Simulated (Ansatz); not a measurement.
# Y: the cost of one run

Program: Ansatz 0.2.0, driven from Python. Level of theory: DFT PBEsol, plane waves, PAW. These are calculated values, not measurements.

This is Y in the fcc structure; at room conditions it is hcp.

## 1. Starting point

Y Fm-3m: Symmetry: Fm-3m, No. 225, cubic system. Conventional cell: a = 5.090 Å, b = 5.090 Å, c = 5.090 Å, α = 90.00°, β = 90.00°, γ = 90.00°. Y (site symmetry m-3m) has 12 Y at 3.60 Å as nearest neighbours.

Li Fm-3m: The structure is cubic, space group Fm-3m (No. 225). The conventional cell has a = 4.420 Å, b = 4.420 Å, c = 4.420 Å, α = 90.00°, β = 90.00°, γ = 90.00°. Around Li (site symmetry m-3m) lie 12 Li at 3.13 Å.

Li3Y5 R-3m: Symmetry: R-3m, No. 166, trigonal system. The conventional cell has a = 6.843 Å, b = 6.843 Å, c = 16.762 Å, α = 90.00°, β = 90.00°, γ = 120.00°. Y (site symmetry 2/m) has 8 Y at 3.42 Å and 4 Li at 3.42 Å as nearest neighbours. Li (site symmetry 2/m) has 8 Y at 3.42 Å and 4 Li at 3.42 Å as nearest neighbours. Y (site symmetry -3m) has 6 Y at 3.42 Å and 6 Li at 3.42 Å as nearest neighbours. Only part of the 4 independent sites is listed.

Li3Y5 I4/mmm: The structure is tetragonal, space group I4/mmm (No. 139). Conventional cell: a = 6.843 Å, b = 6.843 Å, c = 9.677 Å, α = 90.00°, β = 90.00°, γ = 90.00°. Y (site symmetry 2/m) is surrounded by 6 Li at 3.42 Å and 6 Y at 3.42 Å. Around Li (site symmetry mmm) lie 10 Y at 3.42 Å and 2 Li at 3.42 Å. Y (site symmetry 4/mmm) has 8 Y at 3.42 Å and 4 Li at 3.42 Å as nearest neighbours. Only part of the 4 independent sites is listed.

Li3Y Pm-3m: The structure is cubic, space group Pm-3m (No. 221). The conventional cell has a = 4.588 Å, b = 4.588 Å, c = 4.588 Å, α = 90.00°, β = 90.00°, γ = 90.00°. Li (site symmetry 4/mmm) is surrounded by 8 Li at 3.24 Å and 4 Y at 3.24 Å. Around Y (site symmetry m-3m) lie 12 Li at 3.24 Å.

Li3Y Cmmm: Symmetry: Cmmm, No. 65, orthorhombic system. Conventional cell: a = 6.488 Å, b = 9.175 Å, c = 3.244 Å, α = 90.00°, β = 90.00°, γ = 90.00°. Around Y (site symmetry mmm) lie 2 Y at 3.24 Å and 10 Li at 3.24 Å. Li (site symmetry mmm) has 10 Li at 3.24 Å and 2 Y at 3.24 Å as nearest neighbours. Li (site symmetry 2/m) has 8 Li at 3.24 Å and 4 Y at 3.24 Å as nearest neighbours.

No structure file is read: the coordinates are typed or built in the script.

## 2. The code

random_alloy.py

```python
"""Random Y-Li cells of 8 mixed sites, after relaxing atoms and volume at fixed cell shape."""

from collections import Counter
import warnings

import ansatz as az
import numpy as np


def fcc(first, a):
    return (
        az.Lattice.fcc(a)
        .space_group(225)
        .atom(first, (0, 0, 0))
        .primitive()
    )

A_FIRST, A_LAST = 5.09, 4.42


def compute(name, crystal):
    calc = (
        crystal.calculation()
        .functional("PBEsol")
        .basis(520)
        .kpoints(spacing=0.3)
        .occupations("fermi_dirac", width=0.1)
        .band_table()
    )
    calc = calc.relax(force_tolerance=0.03, fix_cell=["shape"])
    return calc.run()


def volume_per_atom(outcome):
    return abs(np.linalg.det(outcome.lattice.cell_ang)) / len(outcome.lattice.sites)


def counts(outcome):
    return Counter(site.symbol for site in outcome.lattice.sites)

warnings.simplefilter("ignore")

phases = {"Y": fcc("Y", A_FIRST), "Li": fcc("Li", A_LAST)}
for k in [3, 6]:
    a = A_FIRST + (A_LAST - A_FIRST) * k / 8
    supercell = fcc("Y", a).supercell(2).resolved()
    for seed in [55, 98]:
        drawn = supercell.site_disorder().occupy("Y", Y=8 - k, Li=k).random(seed=seed)
        phases[f"Y{8 - k}Li{k} seed {seed}"] = drawn.crystal

done = {name: compute(name, crystal) for name, crystal in phases.items()}

# x is the share of the second element on the mixed sites; both end members stand on this same lattice
x = {name: counts(o)["Li"] / (counts(o)["Y"] + counts(o)["Li"]) for name, o in done.items()}
first, last = min(x, key=x.get), max(x, key=x.get)
energy = {name: o.report["energy_sigma0_ev"] / len(o.lattice.sites) for name, o in done.items()}
volume = {name: volume_per_atom(o) for name, o in done.items()}
rows = []
for name in sorted(done, key=x.get):
    line = lambda table: (1 - x[name]) * table[first] + x[name] * table[last]
    rows.append((name, x[name], 1000 * (energy[name] - line(energy)), volume[name], 100 * (volume[name] / line(volume) - 1)))
print("      cell       x(Li)  E_mix (meV/atom)  V (A^3/atom)  excess V (%)")
for row in rows:
    print(f"{str(row[0]):>10}  {row[1]:10.3f}  {row[2]:+16.1f}  {row[3]:12.3f}  {row[4]:+12.2f}")
```

## 3. What the engine is handed

The engine receives this input (first run):

```yaml
crystal:
  lattice:
    bravais: fcc
    a: 5.09
  space_group: 225
  atoms:
    - { symbol: "Y", position: [0.0, 0.0, 0.0] }
  reduce_to_primitive: true
basis:
  ecutwfc: 520.0
kpoints:
  mp_grid:
    kspacing: 0.3
hamiltonian:
  xc: pbesol
scf:
  occupations:
    method: fermi_dirac
    width: 0.1
relax:
  f_tol: 0.03
  cell:
    fix: [shape]
output:
  eigenvalues: true
```

## 4. The run

Launch:

```bash
> python random_alloy.py
```

What time and memory should one allow on 1 thread of Arm Neoverse V2, shared host?

About 88 s, with a peak of 0.66 GiB.
